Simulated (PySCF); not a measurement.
# NaBe⁻: basis, grid and Hamiltonian

Aim: see how much the energy and properties of NaBe⁻ depend on the numerical set-up.

The runs use PySCF 2.14.0; each script names its method and basis.

8 further runs of the same task are left out: 8 that didn't finish.

## 1. The system as given

NaBe⁻: 2 atoms, charge -1, spin multiplicity 1.

No contacts short enough for the rule that draws bonds.

## 2. The run that the others are compared with

Contents of input.py:

```python
from pyscf import gto, dft
from pyscf.geomopt.geometric_solver import optimize

mol = gto.M(
    atom='Na 0 0 0; Be 0 0 2.635',
    basis='def2-svpd',
    charge=-1,
    spin=0,
    verbose=3,
)
mf = dft.RKS(mol, xc='olyp')
mf = mf.density_fit(auxbasis='def2-universal-jkfit')
mf.kernel()
g = mf.nuc_grad_method()
g.grid_response = True
mol_eq = optimize(g.as_scanner(), maxsteps=30)
print('optimised geometry (angstrom)')
print(mol_eq.tostring('raw'))
print('orbital energies (hartree):', mf.mo_energy[..., max(0, mol.nelec[1]-3):mol.nelec[0]+3].round(4))
```

On the command line:

```
$ OMP_NUM_THREADS=1 python input.py
```

Its log is not repeated here.

In short: at the starting geometry E(SCF) = -176.881373 Eh, optimised bond 3.338 Å in 8 steps; the optimisation lowers the energy by 0.228 eV.

## 3. Cartesian functions on

Edit 1 changes Cartesian functions: off → on.

Contents of input.py:

```python
from pyscf import gto, dft
from pyscf.geomopt.geometric_solver import optimize

mol = gto.M(
    atom='Na 0 0 0; Be 0 0 2.635',
    basis='def2-svpd',
    charge=-1,
    spin=0,
    cart=True,
    verbose=3,
)
mf = dft.RKS(mol, xc='olyp')
mf = mf.density_fit(auxbasis='def2-universal-jkfit')
mf.kernel()
g = mf.nuc_grad_method()
g.grid_response = True
mol_eq = optimize(g.as_scanner(), maxsteps=30)
print('optimised geometry (angstrom)')
print(mol_eq.tostring('raw'))
print('orbital energies (hartree):', mf.mo_energy[..., max(0, mol.nelec[1]-3):mol.nelec[0]+3].round(4))
```

On the command line:

```
$ OMP_NUM_THREADS=1 python input.py
```

## 4. Integration grid 1

Edit 2 changes integration grid: default → 1.

input.py, as its differences from that of step 2:

```diff
@@ -12,2 +12,3 @@
 mf = mf.density_fit(auxbasis='def2-universal-jkfit')
+mf.grids.level = 1
 mf.kernel()
```

## 5. Spin-free X2C on

Edit 3 changes spin-free X2C: off → on.

input.py, as its differences from that of step 2:

```diff
@@ -11,2 +11,3 @@
 mf = dft.RKS(mol, xc='olyp')
+mf = mf.sfx2c1e()
 mf = mf.density_fit(auxbasis='def2-universal-jkfit')
```

## 6. Integration grid 5

Edit 4 changes integration grid: default → 5.

input.py, as its differences from that of step 2:

```diff
@@ -12,2 +12,3 @@
 mf = mf.density_fit(auxbasis='def2-universal-jkfit')
+mf.grids.level = 5
 mf.kernel()
```

Before running it: what results should come out? Wanted: for each run, E(SCF); from base; gap; after the SCF.

As calculated:

```
                   run  E(SCF) (hartree)  from base (eV)  gap (eV)  functions            after the SCF
                  base       -176.881373               0      0.50         30  bond 3.338 Å, -0.228 eV
Cartesian functions on       -176.884347         -0.0809      0.52        n/a  bond 3.334 Å, -0.229 eV
    integration grid 1       -176.881335         +0.0010      0.50         30  bond 3.338 Å, -0.228 eV
      spin-free X2C on       -177.076503         -5.3098      0.51         30  bond 3.336 Å, -0.227 eV
    integration grid 5       -176.881372          0.0000      0.50         30  bond 3.338 Å, -0.228 eV
```

SCF columns refer to the geometry typed in the script.

In words: The highest filled level of this anion is positive: the basis lacks diffuse functions or the electron is not bound, so these numbers hang on the basis. No change of the SCF energy comes from integration grid 5. Of the runs whose energies can be compared, “spin-free X2C on” moves the SCF energy most (-5.310 eV). Scalar relativity lowers the total energy by 5.31 eV, nearly all of it in the inner shells; a basis contracted without relativity catches only part of it.
